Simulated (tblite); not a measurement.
# C10H15Sb5: the cost of one run

Programs: tblite 0.8.0 and PySCF 2.14.0, with routines of our own; each step states its level. All values are computed. Atoms count from 0.

## 1. The system as given

30 atoms, charge 0, multiplicity 1; geometry from: force field, distance geometry or constructed start.

## 2. Optimising the geometry with GFN1-xTB

Job settings and geometry (Å):

```
{"job": {"kind": "relax", "xc": "GFN1-xTB", "basis": "xTB"}, "charge": 0, "multiplicity": 1}
Sb    -0.849500     2.165500    -1.054600
C     -2.927200     2.202600    -0.478100
C     -3.365000     1.080500     0.339200
Sb    -0.605300    -0.580000    -1.436800
C     -2.706900    -1.026200    -1.540300
C     -3.040800    -2.396800    -1.211300
Sb    -0.402300    -1.359900     1.231400
C      0.915100    -2.985600     0.736500
C      1.210000    -3.869500     1.849300
Sb     1.719900     0.319200     1.850500
C      2.580000     0.344500    -0.123800
C      2.964700    -0.967900    -0.605500
Sb     0.080700     2.549200     1.550000
C      1.732600     3.868800     1.133300
C      2.451000     3.668100    -0.103700
H     -3.666800     2.428500    -1.231200
H     -2.603000     0.794000     1.057100
H     -4.380300     1.256000     0.709900
H     -3.262900    -0.705500    -2.423000
H     -3.985100    -2.680600    -1.657100
H     -2.179100    -3.045400    -1.352000
H      0.697500    -3.567500    -0.162600
H      1.255200    -3.301700     2.789700
H      2.030400    -4.537200     1.601700
H      2.073000     0.903000    -0.908700
H      3.564600    -0.879400    -1.506400
H      3.340500    -1.583100     0.209500
H      2.433200     4.058200     1.948300
H      3.131500     4.496200    -0.293900
H      1.783200     3.369500    -0.907400
```

Run with:

```sh
> OMP_NUM_THREADS=1 python large_run.py task.json out
```

The driver reads the jobs from task.json and runs them one after another.

Q: Estimate the wall time and peak memory of this first job on 1 thread of Arm Neoverse N1, shared host.

About 9.5 s, with a peak of 0.16 GiB.
